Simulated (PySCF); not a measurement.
# [Pb(BH4)3]+: a change of charge

How does [Pb(BH4)3]+ respond at fixed geometry? The runs cover a change of charge. The structure is generated, not taken from experiment.

The runs use PySCF 2.14.0; PBE0, Pb def2-SVP with ECP60, B def2-SVP, H def2-SVP; scalar-relativistic core potentials, no spin–orbit coupling.

1 further run of the same task is left out (for a known fault of the program).

**1. The system as given**

16 atoms, charge 1, spin multiplicity 1.

Bond lengths: Pb1–B2 2.286 Å, Pb1–B7 2.286 Å, Pb1–B12 2.286 Å, B2–H3 1.264 Å, B2–H4 1.262 Å, B2–H5 1.262 Å, B2–H6 1.197 Å, B7–H8 1.264 Å, B7–H9 1.262 Å, B7–H10 1.262 Å, B7–H11 1.197 Å, B12–H13 1.264 Å, B12–H14 1.262 Å, B12–H15 1.262 Å, B12–H16 1.197 Å. Angles: B2–Pb1–B7 120.0°, B2–Pb1–B12 120.0°, B7–Pb1–B12 120.0°, Pb1–B2–H3 119.8°, Pb1–B2–H4 101.8°, Pb1–B2–H5 101.8°, Pb1–B2–H6 123.5°, H3–B2–H4 54.3°, H3–B2–H5 54.3°, H3–B2–H6 116.7°, H4–B2–H5 107.5°, H4–B2–H6 110.5°, H5–B2–H6 110.5°, Pb1–B7–H8 119.8°, Pb1–B7–H9 101.8°, Pb1–B7–H10 101.8°, Pb1–B7–H11 123.5°, H8–B7–H9 54.3° and more.

Coordinates:

```
Pb    0.0000    0.0000    0.0000
B     2.2549    0.3775    0.0000
H     3.0557   -0.6006    0.0000
H     2.6245   -0.2712    1.0177
H     2.6245   -0.2712   -1.0177
H     2.7425    1.4712    0.0000
B    -1.4544    1.7641    0.0000
H    -1.0077    2.9466    0.0000
H    -1.0773    2.4085    1.0177
H    -1.0773    2.4085   -1.0177
H    -2.6453    1.6395    0.0000
B    -0.8005   -2.1416    0.0000
H    -2.0480   -2.3460    0.0000
H    -1.5471   -2.1372    1.0177
H    -1.5471   -2.1372   -1.0177
H    -0.0972   -3.1107    0.0000
```

Formal oxidation states: Pb +4. An earlier session relaxed this geometry at PBE0, Pb def2-SVP with ECP60, B def2-SVP, H def2-SVP (singlet, point group C3h). Its vibrations showed it to be a saddle point, relaxed within its symmetry.

Its energy there is -274.003284 Eh.

**2. One electron removed, multiplicity 2**

File run.py (the lines that set the calculation):

```python
mol = gto.M(atom='''
Pb     0.00000     0.00000     0.00000
B      2.25492     0.37750     0.00000
H      3.05572    -0.60057     0.00000
H      2.62447    -0.27124     1.01771
H      2.62447    -0.27124    -1.01771
H      2.74251     1.47116     0.00000
B     -1.45439     1.76407     0.00000
H     -1.00775     2.94662     0.00000
H     -1.07733     2.40848     1.01771
H     -1.07733     2.40848    -1.01771
H     -2.64532     1.63951     0.00000
B     -0.80054    -2.14157     0.00000
H     -2.04797    -2.34605     0.00000
H     -1.54714    -2.13723     1.01771
H     -1.54714    -2.13723    -1.01771
H     -0.09719    -3.11067     0.00000''',
    basis={'Pb': 'def2-SVP', 'B': 'def2-SVP', 'H': 'def2-SVP'},
    ecp={'Pb': 'def2-SVP'},
    charge=2, spin=1)
mf = dft.UKS(mol, xc='PBE0')
mf.grids.atom_grid = (50, 194)
mf = mf.density_fit()  # fitting sets: Pb def2-universal-JKFIT, B def2-universal-JKFIT, H def2-universal-JKFIT
mf.conv_tol = 1e-08; mf.max_cycle = 55
mf.kernel(dm0)  # dm0: the density of the relaxed state
```

Run with:

```console
$ OMP_NUM_THREADS=2 python run.py
```

What it wrote:

```text
init E= -274.008441302483
cycle= 1 E= -273.460579126331  delta_E= 0.548  |g|= 0.178  |ddm|= 0.639
  HOMO = -0.656836987355  LUMO = -0.638174790189  gap/eV = 0.50782
cycle= 2 E= -273.468150496148  delta_E= -0.00757  |g|= 0.171  |ddm|= 0.625
  HOMO = -0.634106567696  LUMO = -0.587280100189  gap/eV = 1.27421
cycle= 3 E= -273.489583857142  delta_E= -0.0214  |g|= 0.0278  |ddm|= 0.281
  HOMO = -0.628478763246  LUMO = -0.581515712394  gap/eV = 1.27793
cycle= 4 E= -273.490027990498  delta_E= -0.000444  |g|= 0.016  |ddm|= 0.0625
  HOMO = -0.628937202742  LUMO = -0.579777941711  gap/eV = 1.33769
cycle= 5 E= -273.490232769551  delta_E= -0.000205  |g|= 0.00568  |ddm|= 0.0312
  HOMO = -0.62945293192  LUMO = -0.579339708083  gap/eV = 1.36365
cycle= 6 E= -273.490259358791  delta_E= -2.66e-05  |g|= 0.002  |ddm|= 0.0116
  HOMO = -0.629330953843  LUMO = -0.5792275774  gap/eV = 1.36338
cycle= 7 E= -273.490263617679  delta_E= -4.26e-06  |g|= 0.000507  |ddm|= 0.00457
  HOMO = -0.629476560908  LUMO = -0.579226625241  gap/eV = 1.36737
cycle= 8 E= -273.490263940241  delta_E= -3.23e-07  |g|= 0.000187  |ddm|= 0.00131
  HOMO = -0.629467995599  LUMO = -0.579223026816  gap/eV = 1.36724
cycle= 9 E= -273.490264006293  delta_E= -6.61e-08  |g|= 0.000106  |ddm|= 0.000643
  HOMO = -0.629471942028  LUMO = -0.579220976355  gap/eV = 1.36740
cycle= 10 E= -273.490264037614  delta_E= -3.13e-08  |g|= 7.67e-05  |ddm|= 0.000471
  HOMO = -0.62947295471  LUMO = -0.579221039114  gap/eV = 1.36742
cycle= 11 E= -273.490264066759  delta_E= -2.91e-08  |g|= 7.62e-05  |ddm|= 0.00052
  HOMO = -0.629473282926  LUMO = -0.579221139491  gap/eV = 1.36743
cycle= 12 E= -273.490264094927  delta_E= -2.82e-08  |g|= 7.69e-05  |ddm|= 0.00051
  HOMO = -0.62947317548  LUMO = -0.579220765444  gap/eV = 1.36744
cycle= 13 E= -273.490264107539  delta_E= -1.26e-08  |g|= 7.67e-05  |ddm|= 0.000228
  HOMO = -0.629473506928  LUMO = -0.5792211614  gap/eV = 1.36744
cycle= 14 E= -273.490264111234  delta_E= -3.7e-09  |g|= 7.65e-05  |ddm|= 6.66e-05
  HOMO = -0.629471437962  LUMO = -0.579221238434  gap/eV = 1.36738
Extra cycle  E= -273.490264131488  delta_E= -2.03e-08  |g|= 5.91e-05  |ddm|= 0.000399
converged SCF energy = -273.490264131488  <S^2> = 0.75661944  2S+1 = 2.0066085
```

It took 10 s on 2 threads of Arm Neoverse V1, shared host.

Result: E = -273.490264 Eh (+13.960 eV from the relaxed state), HOMO -17.13 eV, LUMO -15.76 eV (over both spins), ⟨S²⟩ = 0.757, Mulliken charge on Pb1 +0.95 e. 

**3. One electron added, multiplicity 2**

Changes to run.py (the lines that set the calculation) since step 2:

```diff
@@ -19,3 +19,3 @@
     ecp={'Pb': 'def2-SVP'},
-    charge=2, spin=1)
+    charge=0, spin=1)
 mf = dft.UKS(mol, xc='PBE0')
```

Run with:

```console
$ OMP_NUM_THREADS=2 python run.py
```

What it wrote:

```text
init E= -274.008028883123
  HOMO = -0.255675175979  LUMO = -0.251700092265  gap/eV = 0.10817
cycle= 1 E= -274.167160259968  delta_E= -0.159  |g|= 0.168  |ddm|= 0.943
  HOMO = -0.0742940533063  LUMO = 0.0134214429784  gap/eV = 2.38686
cycle= 2 E= -274.171934670871  delta_E= -0.00477  |g|= 0.179  |ddm|= 0.792
  HOMO = -0.11799235427  LUMO = -0.0213732504622  gap/eV = 2.62914
cycle= 3 E= -274.193727334365  delta_E= -0.0218  |g|= 0.0093  |ddm|= 0.336
  HOMO = -0.124495727292  LUMO = -0.0256018087746  gap/eV = 2.69104
cycle= 4 E= -274.193794774801  delta_E= -6.74e-05  |g|= 0.00264  |ddm|= 0.0287
  HOMO = -0.124727702943  LUMO = -0.0251103206213  gap/eV = 2.71073
cycle= 5 E= -274.193802673156  delta_E= -7.9e-06  |g|= 0.00107  |ddm|= 0.00748
  HOMO = -0.124718559426  LUMO = -0.0249025648453  gap/eV = 2.71613
cycle= 6 E= -274.193803947598  delta_E= -1.27e-06  |g|= 0.000415  |ddm|= 0.00285
  HOMO = -0.124713036804  LUMO = -0.0248494033447  gap/eV = 2.71743
cycle= 7 E= -274.193804145573  delta_E= -1.98e-07  |g|= 0.000127  |ddm|= 0.00105
  HOMO = -0.124720794592  LUMO = -0.0248484166881  gap/eV = 2.71767
cycle= 8 E= -274.193804167582  delta_E= -2.2e-08  |g|= 2.07e-05  |ddm|= 0.000397
  HOMO = -0.124720946566  LUMO = -0.0248508368219  gap/eV = 2.71760
cycle= 9 E= -274.193804168244  delta_E= -6.62e-10  |g|= 7.82e-06  |ddm|= 7.55e-05
  HOMO = -0.124721558114  LUMO = -0.0248517431131  gap/eV = 2.71760
Extra cycle  E= -274.193804168301  delta_E= -5.73e-11  |g|= 4.98e-06  |ddm|= 2.19e-05
converged SCF energy = -274.193804168301  <S^2> = 0.75379552  2S+1 = 2.0037919
```

It took 7.1 s on 2 threads of Arm Neoverse V1, shared host.

Result: E = -274.193804 Eh (-5.184 eV from the relaxed state), HOMO -3.39 eV, LUMO -0.68 eV (over both spins), ⟨S²⟩ = 0.754, Mulliken charge on Pb1 +0.16 e. 

**4. The states side by side**

| state | energy from the relaxed state (eV) | ⟨S²⟩ | time |
| --- | --- | --- | --- |
| charge +1, singlet, vacuum (relaxed) | 0 | 0.00 |  |
| charge 0, doublet, vacuum | -5.18 | 0.75 | 7.1 s |
| charge +2, doublet, vacuum | 13.96 | 0.76 | 10 s |

An electron taken off or put on is at rest in vacuum. 

Removing an electron vertically costs 13.96 eV (doublet), against −HOMO = 12.13 eV. Adding an electron vertically releases 5.18 eV (doublet). These are double-zeta-type bases without diffuse functions. Spin–orbit coupling is left out.
